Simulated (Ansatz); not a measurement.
# CH4FOSTa: vertical ionisation energy

One table from this session's results is given with a row withheld; the runs are named, their logs left out.

The runs use Ansatz 0.2.0, Gaussian basis; unrestricted cation, the program's frozen cores in correlated methods.

Levels to be run: UKS PBE-D4/def2-TZVPP; UKS r2SCAN-D4/def2-TZVPP; UKS PBE0-D4/def2-TZVPP; UKS B3LYP-D4/def2-TZVPP; UKS wB97X-V/def2-TZVPP; UKS wB97M-V/def2-TZVPP; UKS B2PLYP/def2-TZVPP; UHF-CCSD(T)/def2-TZVPP; UHF-MP2/def2-QZVPP; extrapolation to the limit; then −ε(HOMO) from the neutral's earlier runs with LDA (SPW92), PBE-D4, revPBE-D4, BLYP-D4, r2SCAN-D4, B97M-V, PBE0-D4, B3LYP-D4, r2SCANh-D4, r2SCAN0-D4, HSE06-D4, BHLYP-D4, CAM-B3LYP-D4, LC-ωPBE, ωB97X-V, ωB97M-V.

## The relaxed structure

All runs share one geometry, relaxed beforehand with PBE0-D4 in a triple-zeta def2 set. Ta takes the def2 core potential; no spin-orbit term is included.

SMILES `[CH3][Ta]([OH])([F])=[S]`, 9 atoms, charge 0, spin multiplicity 1.

Atoms are counted from 1 here; the program's logs count them from 0.

Bond lengths: C1–Ta2 2.138 Å, C1–H6 1.094 Å, C1–H7 1.093 Å, C1–H8 1.097 Å, Ta2–O3 1.879 Å, Ta2–F4 1.872 Å, Ta2–S5 2.159 Å, O3–H9 0.958 Å. Angles: Ta2–C1–H6 110.4°, Ta2–C1–H7 111.4°, Ta2–C1–H8 109.6°, H6–C1–H7 107.8°, H6–C1–H8 108.8°, H7–C1–H8 108.7°, C1–Ta2–O3 105.9°, C1–Ta2–F4 107.5°, C1–Ta2–S5 104.9°, O3–Ta2–F4 114.0°, O3–Ta2–S5 111.3°, F4–Ta2–S5 112.4°, Ta2–O3–H9 133.1°.

Set-up of the first run:

Contents of in.yaml:

```yaml
crystal:
  periodic: [false, false, false]
  atoms:
    - {symbol: C, position_ang: [-0.805156, -0.184325, 1.092753]}
    - {symbol: Ta, position_ang: [0.105017, 0.209813, -0.801453]}
    - {symbol: O, position_ang: [1.916421, 0.554637, -0.440018]}
    - {symbol: F, position_ang: [-0.805829, 1.650154, -1.576249]}
    - {symbol: S, position_ang: [-0.138054, -1.618545, -1.923331]}
    - {symbol: H, position_ang: [-1.868958, -0.407729, 0.966381]}
    - {symbol: H, position_ang: [-0.340218, -1.040905, 1.588224]}
    - {symbol: H, position_ang: [-0.702253, 0.694649, 1.740521]}
    - {symbol: H, position_ang: [2.727629, 0.095850, -0.663927]}
basis:
  gaussian: {orbitals: def2-TZVPP}
total_charge: 1
magnetization: {spin_polarized: true, initial_magnetization: 1}
hamiltonian: {xc: pbe, dispersion: d4}
```

Started as:

```
$ ansatz run in.yaml --threads 2 --pin off --events-out ev --progress --plain --max-ram 32768MiB --backend cpu
```

Steps of the session up to this table: Cation, UKS PBE-D4/def2-TZVPP; Cation, UKS r2SCAN-D4/def2-TZVPP; Cation, UKS PBE0-D4/def2-TZVPP; Cation, UKS B3LYP-D4/def2-TZVPP; Cation, UKS wB97X-V/def2-TZVPP; Cation, UKS wB97M-V/def2-TZVPP; Cation, UKS B2PLYP (frozen core)/def2-TZVPP; Cation, UHF-CCSD(T)/def2-TZVPP; Cation, UHF-MP2/def2-QZVPP.

One of the session's tables, all rows but one given; the rest of the session is left out.

For comparison, −ε(HOMO) of the neutral from earlier runs:

```
  functional  −ε(HOMO) (eV)
 LDA (SPW92)           6.64
      PBE-D4           6.47
   revPBE-D4           6.40
     BLYP-D4           6.29
   r2SCAN-D4           6.74
      B97M-V           6.75
     PBE0-D4              ?
    B3LYP-D4           7.39
  r2SCANh-D4           7.17
  r2SCAN0-D4           7.82
    HSE06-D4           7.24
    BHLYP-D4           8.63
CAM-B3LYP-D4           8.89
     LC-ωPBE          10.23
     ωB97X-V           9.89
     ωB97M-V           9.75
```

Q: Estimate the row for PBE0-D4 from the others.

**Answer.** −ε(HOMO) (eV): 7.64. In the column «−ε(HOMO) (eV)» it lies between B3LYP-D4 (7.39) and r2SCAN0-D4 (7.82).

To keep in mind: The cation may have settled in a state other than its lowest; no search over hole states beyond the program's own was made.
